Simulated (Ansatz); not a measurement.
**ClFGa with multiplicity 2: molecular dynamics**

Aim: follow the molecule's vibrations and see whether its bonds hold. The start is relaxed first. Runs: 250 steps of 2 fs at constant energy, with velocities drawn for 50 K; 250 steps of 1 fs under a Nosé-Hoover thermostat at 1500 K. SMILES of the start: [F][Ga][Cl].

All numbers below are computed with Ansatz 0.2.0 (UKS CAM-B3LYP-D4/def2-SVP).

## 1. The starting structure

Bond lengths: F1–Ga2 1.709 Å, Ga2–Cl3 2.253 Å. Angles: F1–Ga2–Cl3 144.2°.

Coordinates:

```xyz
3

F    -1.5323    0.5233   -0.7902
Ga   -0.0356    0.4168    0.0286
Cl    1.5570   -1.0049    0.7483
```

## 2. Preparing the start

The input, input.yaml:

```yaml
crystal:
  periodic: [false, false, false]
  atoms:
    - { symbol: F, position_ang: [-1.5323, 0.5233, -0.7902] }
    - { symbol: Ga, position_ang: [-0.0356, 0.4168, 0.0286] }
    - { symbol: Cl, position_ang: [1.557, -1.0049, 0.7483] }
magnetization:
  spin_polarized: true
  initial_magnetization: 1
basis:
  gaussian: { orbitals: def2-SVP }
hamiltonian:
  xc: cam_b3lyp
  dispersion: d4
relax:
  f_tol: 0.02
  max_steps: 40
output:
  orbitals: {}
```

The run is started by

```
ansatz run input.yaml --threads 2 --pin off --max-ram 3072MiB --backend cpu --events-out ev --progress --plain --runs-dir out
```

Standard output, cut to the lines that bear on the results:

```text
Warning: RAYON_NUM_THREADS=2 ignored (pool sized by the plan → 2); use --threads N
[...]
Functional definition: CAM-B3LYP
[...]
643 factors; integrals over basis functions are off by at most 3.5e-4 eV
171 factors; integrals over basis functions are off by at most 4.1e-6 eV
[...]
mean field -67608.96993173 eV, -2484.5838179852 hartree, gradient 4.5e-5 eV, S^2 0.754527; 0 other end points of the search recorded, 0 dependent functions left out
[...]
reference -67608.97002676 eV, -2484.5838214776 hartree; 29, 28 occupied and 35, 36 virtual orbitals, 643 factors
relax step   1: F+E_penalty+E_count = -67609.01740057 eV  Δ(F+E_penalty+E_count) = +0.000e0 eV  max|allowed force component| = 1.900e0 eV/Å  Δτ_max = 0.0000 Å  (32 SCF iters, accepted)
[...]
relax step   5: F+E_penalty+E_count = -67609.30915025 eV  Δ(F+E_penalty+E_count) = -8.263e-3 eV  max|allowed force component| = 3.389e-2 eV/Å  Δτ_max = 0.0233 Å  (32 SCF iters, accepted)
[...]
relax step   6: F+E_penalty+E_count = -67609.30918054 eV  Δ(F+E_penalty+E_count) = -3.029e-5 eV  max|allowed force component| = 1.540e-2 eV/Å  Δτ_max = 0.0033 Å  (30 SCF iters, accepted)
643 factors; integrals over basis functions are off by at most 3.6e-4 eV
171 factors; integrals over basis functions are off by at most 3.4e-6 eV
[...]
mean field -67609.25956700 eV, -2484.5944618850 hartree, gradient 1.9e-5 eV, S^2 0.753277; 1 other end points of the search recorded, 0 dependent functions left out
[...]
reference -67609.25966027 eV, -2484.5944653129 hartree; 29, 28 occupied and 35, 36 virtual orbitals, 643 factors
Total energy: -67609.30927382 eV, -2484.5962885770 hartree
Atom 0 at    -1.416134     0.291268    -0.752571 Å, force     0.003766     0.005397     0.002716 eV/Å
Atom 1 at     0.063590     0.656524     0.111452 Å, force    -0.000067    -0.015400    -0.001821 eV/Å
Atom 2 at     1.341644    -1.012593     0.627819 Å, force    -0.003699     0.010003    -0.000895 eV/Å
Dipole moment:     0.164401     0.366667     0.133769 e Å
```

Wall time 22 s (2 threads of Arm Neoverse N1, shared host); peak memory 0.18 GiB.

The steps of the relaxation:

```tsv
step	energy from step 1 (eV)	largest force component (eV/Å)
1	0.0000	1.9001
2	-0.2293	0.5971
3	-0.2407	0.7476
4	-0.2835	0.4161
5	-0.2917	0.0339
6	-0.2918	0.0154
```

Step 1 is the start.

After: Bond lengths: F1–Ga2 1.752 Å, Ga2–Cl3 2.165 Å. Angles: F1–Ga2–Cl3 117.1°.

## 3. Run 1

250 steps of 2 fs at constant energy, with velocities drawn for 50 K, from the relaxed start.

The input, input.yaml:

```yaml
crystal:
  periodic: [false, false, false]
  atoms:
    - { symbol: F, position_ang: [-1.416134, 0.291268, -0.752571] }
    - { symbol: Ga, position_ang: [0.06359, 0.656524, 0.111452] }
    - { symbol: Cl, position_ang: [1.341644, -1.012593, 0.627819] }
magnetization:
  spin_polarized: true
  initial_magnetization: 1
basis:
  gaussian: { orbitals: def2-SVP }
hamiltonian:
  xc: cam_b3lyp
  dispersion: d4
md:
  timestep: 2.0
  n_steps: 250
  ensemble: nve
  temperature: 50.0
  initial_velocities: maxwell_boltzmann
  seed: 204238
```

The run is started by

```
ansatz run input.yaml --threads 2 --pin off --max-ram 3072MiB --backend cpu --events-out ev --progress --plain --runs-dir out
```

Standard output, cut to the lines that bear on the results:

```text
Warning: RAYON_NUM_THREADS=2 ignored (pool sized by the plan → 2); use --threads N
[...]
Functional definition: CAM-B3LYP
[...]
644 factors; integrals over basis functions are off by at most 3.6e-4 eV
171 factors; integrals over basis functions are off by at most 3.4e-6 eV
[...]
mean field -67609.25956710 eV, -2484.5944618890 hartree, gradient 7.3e-5 eV, S^2 0.753277; 0 other end points of the search recorded, 0 dependent functions left out
[...]
reference -67609.25966010 eV, -2484.5944653067 hartree; 29, 28 occupied and 35, 36 virtual orbitals, 644 factors
md step     0: t =     0.00 fs  T =    50.0 K  F+E_penalty+E_count = -67609.30918065 eV  E_kin = 0.006463 eV  conserved = -67609.30271765 eV  (32 SCF iters)
[...]
md step    18: t =    36.00 fs  T =    16.4 K  F+E_penalty+E_count = -67609.30483278 eV  E_kin = 0.002119 eV  conserved = -67609.30271377 eV  (25 SCF iters)
[...]
md step    36: t =    72.00 fs  T =     9.6 K  F+E_penalty+E_count = -67609.30395403 eV  E_kin = 0.001242 eV  conserved = -67609.30271244 eV  (25 SCF iters)
[...]
md step    54: t =   108.00 fs  T =    46.2 K  F+E_penalty+E_count = -67609.30869399 eV  E_kin = 0.005978 eV  conserved = -67609.30271638 eV  (25 SCF iters)
[...]
md step    72: t =   144.00 fs  T =    15.9 K  F+E_penalty+E_count = -67609.30476846 eV  E_kin = 0.002054 eV  conserved = -67609.30271453 eV  (27 SCF iters)
md step    73: t =   146.00 fs  T =    13.1 K  F+E_penalty+E_count = -67609.30441283 eV  E_kin = 0.001699 eV  conserved = -67609.30271407 eV  (26 SCF iters)
```

## 4. More of the same log: dynamics from the start

The log, continued, cut to the lines that bear on the results:

```text
md step    74: t =   148.00 fs  T =    10.7 K  F+E_penalty+E_count = -67609.30409337 eV  E_kin = 0.001380 eV  conserved = -67609.30271368 eV  (33 SCF iters)
[...]
md step    98: t =   196.00 fs  T =    30.9 K  F+E_penalty+E_count = -67609.30671365 eV  E_kin = 0.003997 eV  conserved = -67609.30271652 eV  (26 SCF iters)
[...]
md step   122: t =   244.00 fs  T =    27.4 K  F+E_penalty+E_count = -67609.30626488 eV  E_kin = 0.003545 eV  conserved = -67609.30271954 eV  (27 SCF iters)
[...]
md step   146: t =   292.00 fs  T =    15.6 K  F+E_penalty+E_count = -67609.30473067 eV  E_kin = 0.002011 eV  conserved = -67609.30271933 eV  (26 SCF iters)
[...]
md step   169: t =   338.00 fs  T =    46.3 K  F+E_penalty+E_count = -67609.30870774 eV  E_kin = 0.005984 eV  conserved = -67609.30272401 eV  (26 SCF iters)
md step   170: t =   340.00 fs  T =    44.4 K  F+E_penalty+E_count = -67609.30846744 eV  E_kin = 0.005744 eV  conserved = -67609.30272359 eV  (26 SCF iters)
```

## 5. More of the same log: dynamics from the start

Output, continued, cut to the lines that bear on the results:

```text
md step   171: t =   342.00 fs  T =    42.2 K  F+E_penalty+E_count = -67609.30817813 eV  E_kin = 0.005455 eV  conserved = -67609.30272316 eV  (25 SCF iters)
[...]
md step   191: t =   382.00 fs  T =     3.2 K  F+E_penalty+E_count = -67609.30312770 eV  E_kin = 0.000408 eV  conserved = -67609.30271984 eV  (25 SCF iters)
[...]
md step   211: t =   422.00 fs  T =    43.7 K  F+E_penalty+E_count = -67609.30837520 eV  E_kin = 0.005650 eV  conserved = -67609.30272499 eV  (29 SCF iters)
[...]
md step   231: t =   462.00 fs  T =    26.5 K  F+E_penalty+E_count = -67609.30615055 eV  E_kin = 0.003427 eV  conserved = -67609.30272400 eV  (26 SCF iters)
[...]
md step   249: t =   498.00 fs  T =     5.6 K  F+E_penalty+E_count = -67609.30344780 eV  E_kin = 0.000726 eV  conserved = -67609.30272204 eV  (25 SCF iters)
[...]
md step   250: t =   500.00 fs  T =     7.2 K  F+E_penalty+E_count = -67609.30365269 eV  E_kin = 0.000930 eV  conserved = -67609.30272244 eV  (33 SCF iters)
Total energy: -67609.30374583 eV, -2484.5960854274 hartree
Atom 0 at    -1.439899     0.349664    -0.759003 Å, force     0.033822    -0.089501     0.008414 eV/Å
Atom 1 at     0.057113     0.637154     0.105612 Å, force     0.050147     0.093890     0.038724 eV/Å
Atom 2 at     1.367118    -1.005791     0.642753 Å, force    -0.083969    -0.004389    -0.047137 eV/Å
Dipole moment:     0.159445     0.325685     0.126270 e Å
```

Wall time 11 min (2 threads of Arm Neoverse N1, shared host); peak memory 0.18 GiB.

## 6. The trajectory

The trajectory, every 10 steps (energies from step 0):

```tsv
time (fs)	T (K)	potential energy change (meV/atom)	total energy change (meV/atom)
0.0	50	0.0	0.00
20.0	34	0.7	0.00
40.0	13	1.6	0.00
60.0	1	2.1	0.00
80.0	21	1.3	0.00
100.0	42	0.3	0.00
120.0	47	0.2	0.00
140.0	22	1.2	0.00
160.0	3	2.0	0.00
180.0	10	1.7	0.00
200.0	37	0.6	0.00
220.0	48	0.1	0.00
240.0	32	0.8	0.00
260.0	8	1.8	0.00
280.0	3	2.0	0.00
300.0	25	1.1	0.00
320.0	44	0.2	0.00
340.0	44	0.2	0.00
360.0	17	1.4	0.00
380.0	4	2.0	0.00
400.0	13	1.6	0.00
420.0	42	0.3	0.00
440.0	45	0.2	0.00
460.0	29	0.9	0.00
480.0	4	2.0	0.00
500.0	7	1.8	0.00
```

time (fs), T (K) and a bar:
```
      0.0         50 ##############################
     22.0         32 ##################
     44.0          9 ####
     66.0          3 
     86.0         29 #################
    108.0         46 ############################
    130.0         37 ######################
    152.0          7 ##
    174.0          6 ##
    196.0         31 ##################
    218.0         49 #############################
    240.0         32 ##################
    260.0          8 ###
    282.0          4 #
    304.0         29 #################
    326.0         48 #############################
    348.0         34 ####################
    370.0          8 ###
    392.0          5 #
    414.0         35 ####################
    434.0         47 ############################
    456.0         34 ####################
    478.0          5 #
    500.0          7 ##
```

Maxima of the velocity power spectrum (cm⁻¹, relative height; resolution about 130 cm⁻¹): 150 (100).

## 7. Snapshots as a file

Positions (Å) and forces (eV/Å):

```xyz
3
time_fs=62.0 T=1 dE=0.0063
F    -1.441    0.351   -0.759    0.026   -0.091    0.004
Ga    0.056    0.638    0.105    0.112    0.029    0.065
Cl    1.370   -1.009    0.644   -0.137    0.062   -0.069
3
time_fs=124.0 T=44 dE=0.0008
F    -1.408    0.273   -0.750    0.003    0.039    0.006
Ga    0.066    0.662    0.113   -0.044   -0.029   -0.028
Cl    1.333   -1.014    0.623    0.041   -0.010    0.021
3
time_fs=188.0 T=19 dE=0.0040
F    -1.397    0.250   -0.747   -0.033    0.072   -0.010
Ga    0.069    0.668    0.116   -0.093    0.001   -0.051
Cl    1.320   -1.013    0.616    0.126   -0.073    0.061
3
time_fs=250.0 T=21 dE=0.0038
F    -1.435    0.340   -0.758    0.009   -0.079   -0.004
Ga    0.058    0.640    0.106    0.061    0.083    0.043
Cl    1.363   -1.007    0.640   -0.069   -0.005   -0.039
3
time_fs=312.0 T=37 dE=0.0017
F    -1.429    0.319   -0.757    0.040   -0.034    0.018
Ga    0.059    0.649    0.108    0.057   -0.040    0.027
Cl    1.357   -1.013    0.636   -0.097    0.074   -0.045
3
time_fs=376.0 T=5 dE=0.0058
F    -1.392    0.237   -0.746   -0.030    0.100   -0.005
Ga    0.069    0.674    0.117   -0.054   -0.114   -0.043
Cl    1.318   -1.018    0.614    0.084    0.013    0.048
3
time_fs=438.0 T=46 dE=0.0005
F    -1.418    0.300   -0.752   -0.025   -0.019   -0.016
Ga    0.064    0.651    0.111   -0.030    0.107   -0.004
Cl    1.342   -1.007    0.628    0.055   -0.087    0.021
3
time_fs=500.0 T=7 dE=0.0055
F    -1.440    0.350   -0.759    0.034   -0.089    0.008
Ga    0.057    0.637    0.106    0.050    0.094    0.039
Cl    1.367   -1.006    0.643   -0.084   -0.004   -0.047
```

On run 1: The temperature starts at 50 K and averages 22 K in the second half, where it ranges from 0 to 49 K; a mean near half the start is what vibrations about a minimum give, since they share energy equally between motion and strain. The total energy strays from its start by at most 0.00 meV/atom, 0.2 % of the mean kinetic energy, so a step of 2 fs is short enough over this time. No bond forms or breaks.

## 8. Run 2

250 steps of 1 fs under a Nosé-Hoover thermostat at 1500 K, from the relaxed start.

Changes to input.yaml since step 3:

```diff
@@ -15,7 +15,8 @@
 md:
-  timestep: 2.0
+  timestep: 1.0
   n_steps: 250
-  ensemble: nve
-  temperature: 50.0
+  ensemble: nvt_nose_hoover
+  temperature: 1500.0
   initial_velocities: maxwell_boltzmann
-  seed: 204238
+  seed: 660540
+  nose_hoover: { tau: 100.0, chain_length: 5 }
```

The run is started by

```
ansatz run input.yaml --threads 2 --pin off --max-ram 3072MiB --backend cpu --events-out ev --progress --plain --runs-dir out
```

Standard output, cut to the lines that bear on the results:

```text
Warning: RAYON_NUM_THREADS=2 ignored (pool sized by the plan → 2); use --threads N
[...]
Functional definition: CAM-B3LYP
[...]
644 factors; integrals over basis functions are off by at most 3.6e-4 eV
171 factors; integrals over basis functions are off by at most 3.4e-6 eV
[...]
mean field -67609.25956710 eV, -2484.5944618890 hartree, gradient 7.3e-5 eV, S^2 0.753277; 0 other end points of the search recorded, 0 dependent functions left out
[...]
reference -67609.25966010 eV, -2484.5944653067 hartree; 29, 28 occupied and 35, 36 virtual orbitals, 644 factors
md step     0: t =     0.00 fs  T =  1500.0 K  F+E_penalty+E_count = -67609.30918065 eV  E_kin = 0.193890 eV  conserved = -67609.11529065 eV  (32 SCF iters)
[...]
md step    18: t =    18.00 fs  T =   661.7 K  F+E_penalty+E_count = -67609.20008000 eV  E_kin = 0.085530 eV  conserved = -67609.11513883 eV  (30 SCF iters)
[...]
md step    36: t =    36.00 fs  T =   728.5 K  F+E_penalty+E_count = -67609.20534589 eV  E_kin = 0.094160 eV  conserved = -67609.11517929 eV  (31 SCF iters)
[...]
md step    54: t =    54.00 fs  T =   245.5 K  F+E_penalty+E_count = -67609.13720445 eV  E_kin = 0.031729 eV  conserved = -67609.11513304 eV  (31 SCF iters)
[...]
md step    72: t =    72.00 fs  T =   810.8 K  F+E_penalty+E_count = -67609.20457957 eV  E_kin = 0.104807 eV  conserved = -67609.11521196 eV  (33 SCF iters)
md step    73: t =    73.00 fs  T =   873.3 K  F+E_penalty+E_count = -67609.21162189 eV  E_kin = 0.112882 eV  conserved = -67609.11521138 eV  (33 SCF iters)
```

## 9. The log goes on: dynamics from the start

Output, continued, cut to the lines that bear on the results:

```text
md step    74: t =    74.00 fs  T =   930.3 K  F+E_penalty+E_count = -67609.21786398 eV  E_kin = 0.120251 eV  conserved = -67609.11520823 eV  (34 SCF iters)
[...]
md step    98: t =    98.00 fs  T =  1377.7 K  F+E_penalty+E_count = -67609.23011317 eV  E_kin = 0.178085 eV  conserved = -67609.11517465 eV  (32 SCF iters)
[...]
md step   122: t =   122.00 fs  T =  2097.0 K  F+E_penalty+E_count = -67609.25331610 eV  E_kin = 0.271056 eV  conserved = -67609.11524125 eV  (33 SCF iters)
[...]
md step   146: t =   146.00 fs  T =   782.2 K  F+E_penalty+E_count = -67609.01067607 eV  E_kin = 0.101112 eV  conserved = -67609.11508202 eV  (35 SCF iters)
[...]
md step   169: t =   169.00 fs  T =  1513.8 K  F+E_penalty+E_count = -67609.05181292 eV  E_kin = 0.195674 eV  conserved = -67609.11516878 eV  (33 SCF iters)
md step   170: t =   170.00 fs  T =  1618.5 K  F+E_penalty+E_count = -67609.05953455 eV  E_kin = 0.209201 eV  conserved = -67609.11517908 eV  (32 SCF iters)
```

## 10. The output, continued: dynamics from the start

Output, continued, cut to the lines that bear on the results:

```text
md step   171: t =   171.00 fs  T =  1705.6 K  F+E_penalty+E_count = -67609.06459969 eV  E_kin = 0.220460 eV  conserved = -67609.11518129 eV  (33 SCF iters)
[...]
md step   191: t =   191.00 fs  T =  1011.1 K  F+E_penalty+E_count = -67608.86512842 eV  E_kin = 0.130700 eV  conserved = -67609.11474152 eV  (32 SCF iters)
[...]
md step   211: t =   211.00 fs  T =  3975.9 K  F+E_penalty+E_count = -67609.11729231 eV  E_kin = 0.513929 eV  conserved = -67609.11489745 eV  (31 SCF iters)
[...]
md step   231: t =   231.00 fs  T =  2580.2 K  F+E_penalty+E_count = -67608.78916660 eV  E_kin = 0.333520 eV  conserved = -67609.11432449 eV  (35 SCF iters)
[...]
md step   249: t =   249.00 fs  T =  4255.0 K  F+E_penalty+E_count = -67608.98320988 eV  E_kin = 0.550007 eV  conserved = -67609.11532220 eV  (34 SCF iters)
[...]
md step   250: t =   250.00 fs  T =  4208.1 K  F+E_penalty+E_count = -67608.97686559 eV  E_kin = 0.543944 eV  conserved = -67609.11535503 eV  (38 SCF iters)
Total energy: -67608.97695899 eV, -2484.5840762324 hartree
Atom 0 at    -1.322751     0.123763    -0.720118 Å, force    -0.818402     0.030743    -0.450909 eV/Å
Atom 1 at     0.036211     0.774307     0.109892 Å, force     1.601721    -1.623304     0.701411 eV/Å
Atom 2 at     1.345448    -1.154479     0.613495 Å, force    -0.783319     1.592561    -0.250502 eV/Å
Dipole moment:     0.030765     0.649082     0.092275 e Å
```

It took 13 min on 2 threads of Arm Neoverse N1, shared host; peak memory 0.18 GiB.

## 11. What the atoms did

The trajectory, every 18 steps (energies from step 0):

```tsv
time (fs)	T (K)	potential energy change (meV/atom)	conserved energy change (meV/atom)
0.0	1500	0.0	0.00
18.0	662	36.4	0.05
36.0	728	34.6	0.04
54.0	245	57.3	0.05
72.0	811	34.9	0.03
90.0	1437	17.8	0.03
108.0	1217	40.5	0.09
126.0	1904	32.6	0.05
144.0	817	96.6	0.08
162.0	616	115.6	0.12
180.0	1618	105.5	0.10
198.0	1740	127.6	0.08
216.0	5436	19.3	-0.03
234.0	2235	190.0	0.34
250.0	4208	110.8	-0.02
```

time (fs), T (K) and a bar:
```
      0.0       1500 #######
     11.0        899 ####
     22.0        669 ##
     33.0        724 ###
     43.0        701 ###
     54.0        245 
     65.0        285 
     76.0       1029 ####
     87.0       1380 ######
     98.0       1378 ######
    109.0       1262 ######
    120.0       2090 ##########
    130.0       1551 #######
    141.0        869 ####
    152.0        560 ##
    163.0        727 ###
    174.0       1847 #########
    185.0       1173 #####
    196.0       1493 #######
    207.0       2710 ##############
    217.0       5540 ##############################
    228.0       3264 #################
    239.0       2530 #############
    250.0       4208 ######################
```

Maxima of the velocity power spectrum (cm⁻¹, relative height; resolution about 270 cm⁻¹): 370 (84), 670 (34).

## 12. Positions and forces

Extended XYZ, with forces in eV/Å:

```xyz
3
time_fs=31.0 T=719 dE=0.1037
F    -1.352    0.112   -0.738    0.566    0.615    0.385
Ga    0.096    0.702    0.135   -1.305    0.001   -0.725
Cl    1.244   -1.006    0.574    0.739   -0.616    0.339
3
time_fs=62.0 T=117 dE=0.1894
F    -1.297    0.110   -0.708   -1.162   -0.067   -0.653
Ga    0.055    0.751    0.118    1.551   -1.044    0.740
Cl    1.294   -1.102    0.591   -0.389    1.111   -0.087
3
time_fs=94.0 T=1452 dE=0.0603
F    -1.407    0.255   -0.752    0.420    0.168    0.253
Ga    0.086    0.649    0.123   -1.245    0.874   -0.590
Cl    1.293   -0.978    0.605    0.825   -1.042    0.338
3
time_fs=125.0 T=1974 dE=0.0848
F    -1.516    0.494   -0.785    0.785   -0.216    0.411
Ga    0.041    0.595    0.092   -0.384    0.056   -0.207
Cl    1.440   -1.000    0.684   -0.401    0.160   -0.204
3
time_fs=156.0 T=390 dE=0.3671
F    -1.519    0.656   -0.767   -1.162   -0.282   -0.678
Ga   -0.022    0.573    0.054    2.317   -0.567    1.221
Cl    1.565   -1.044    0.748   -1.155    0.850   -0.543
3
time_fs=188.0 T=995 dE=0.4352
F    -1.551    0.695   -0.781    1.285   -0.669    0.636
Ga    0.053    0.487    0.086   -2.610    2.580   -1.150
Cl    1.434   -0.896    0.693    1.325   -1.911    0.514
3
time_fs=219.0 T=5516 dE=0.0788
F    -1.499    0.424   -0.783    0.767   -0.055    0.420
Ga    0.042    0.634    0.097   -0.110   -0.561   -0.126
Cl    1.429   -1.039    0.673   -0.657    0.616   -0.293
3
time_fs=250.0 T=4208 dE=0.3323
F    -1.323    0.124   -0.720   -0.818    0.031   -0.451
Ga    0.036    0.774    0.110    1.602   -1.623    0.701
Cl    1.345   -1.155    0.614   -0.783    1.593   -0.251
```

Reading of run 2. Against a set 1500 K the second half averages 2120 K, going from 1974 to 4208 K over that half. In 250 fs the run doesn't reach equilibrium. The conserved energy strays from its start by at most 0.34 meV/atom, 0.5 % of the mean kinetic energy, which is good for a step of 1 fs. The bonds all hold.

## 13. Summary of results

| quantity | value |
| --- | --- |
| relaxation of the start | 5 moves, 0.292 eV lower |
| run 1: length | 250 steps of 2 fs |
| run 1: temperature, first and last step | 50 and 7 K |
| run 1: temperature, second half | mean 22 K, from 0 to 49 K |
| run 1: potential energy, second half | +1 meV/atom from this run's first step |
| run 1: largest change of the total energy | 0.00 meV/atom |
| run 1: bonds formed or broken | 0 |
| run 2: length | 250 steps of 1 fs |
| run 2: temperature, first and last step | 1500 and 4208 K |
| run 2: temperature, second half | mean 2120 K, from 374 to 5566 K |
| run 2: potential energy, second half | +106 meV/atom from this run's first step |
| run 2: largest change of the conserved energy | 0.34 meV/atom |
| run 2: bonds formed or broken | 0 |

In words: Mean temperatures of the second halves: 22 K, 2120 K. No bond formed or broke in any run. 250 fs on 3 atoms is far too short and small for converged averages.
